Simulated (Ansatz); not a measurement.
# C₂H₅F₂InO: small, medium and large basis sets

The task here is to estimate one member of a computed series from the others.

Method: one geometry, several basis sets; program: Ansatz 0.2.0, Gaussian basis.

Plan: PBE0-D4/def2-SVP; ωB97M-V/def2-SVP; PBE0-D4/def2-QZVPP; ωB97M-V/def2-QZVPP; the functionals' def2-TZVPP values are taken from earlier runs.

### Structure used throughout

The geometry comes from an earlier relaxation with PBE0-D4 in a triple-zeta def2 set; it is a stationary point, not always the lowest conformer. In takes the def2 core potential; no spin-orbit term is included.

SMILES `CC[O][In]([F])[F]`, 11 atoms, charge 0, spin multiplicity 1.

Atoms are counted from 1 here; the program's logs count them from 0.

Bond lengths: C1–C2 1.511 Å, C1–H7 1.093 Å, C1–H8 1.097 Å, C1–H9 1.093 Å, C2–O3 1.416 Å, C2–H10 1.096 Å, C2–H11 1.098 Å, O3–In4 1.956 Å, In4–F5 1.939 Å, In4–F6 1.926 Å. Angles: C2–C1–H7 111.0°, C2–C1–H8 111.0°, C2–C1–H9 110.6°, H7–C1–H8 107.0°, H7–C1–H9 108.1°, H8–C1–H9 109.0°, C1–C2–O3 113.3°, C1–C2–H10 109.9°, C1–C2–H11 110.0°, O3–C2–H10 105.5°, O3–C2–H11 110.6°, H10–C2–H11 107.2°, C2–O3–In4 120.7°, O3–In4–F5 123.9°, O3–In4–F6 122.3°, F5–In4–F6 113.8°.

Set-up of the first run:

in.yaml reads:

```yaml
crystal:
  periodic: [false, false, false]
  atoms:
    - {symbol: C, position_ang: [-0.117290, -1.206939, 0.587265]}
    - {symbol: C, position_ang: [1.079859, -0.345511, 0.257537]}
    - {symbol: O, position_ang: [0.786794, 1.040089, 0.241833]}
    - {symbol: In, position_ang: [-0.743464, 1.725542, -0.765526]}
    - {symbol: F, position_ang: [-1.793342, 0.657235, -1.996186]}
    - {symbol: F, position_ang: [-1.310384, 3.562408, -0.651776]}
    - {symbol: H, position_ang: [0.162922, -2.262023, 0.643120]}
    - {symbol: H, position_ang: [-0.888682, -1.121124, -0.188593]}
    - {symbol: H, position_ang: [-0.546424, -0.917752, 1.549931]}
    - {symbol: H, position_ang: [1.854266, -0.473286, 1.022336]}
    - {symbol: H, position_ang: [1.515745, -0.658641, -0.699942]}
basis:
  gaussian: {orbitals: def2-SVP}
hamiltonian: {xc: pbe0, dispersion: d4}
output: {orbitals: {seedname: orbitals}}
```

Command:

```sh
ansatz run in.yaml --threads 4 --pin off --events-out ev --progress --plain --max-ram 11315MiB
```

Steps of the session up to this table: PBE0-D4 in def2-SVP; ωB97M-V in def2-SVP; PBE0-D4 in def2-QZVPP; ωB97M-V in def2-QZVPP.

One of the session's tables, all rows but one given; the rest of the session is left out.

It belongs to the step «Functionals by basis». 

```
functional       basis  HOMO (eV)  LUMO (eV)
   PBE0-D4    def2-SVP          ?          ?
   PBE0-D4  def2-TZVPP      -8.43      -2.64
   PBE0-D4  def2-QZVPP      -8.45      -2.68
   ωB97M-V    def2-SVP     -10.66      -0.43
   ωB97M-V  def2-TZVPP     -10.82      -0.68
   ωB97M-V  def2-QZVPP     -10.84      -0.81
```

**Question.** Estimate the row for PBE0-D4, def2-SVP.

The run gave: HOMO (eV): -8.30; LUMO (eV): -2.48. In the column «HOMO (eV)» it is the highest.
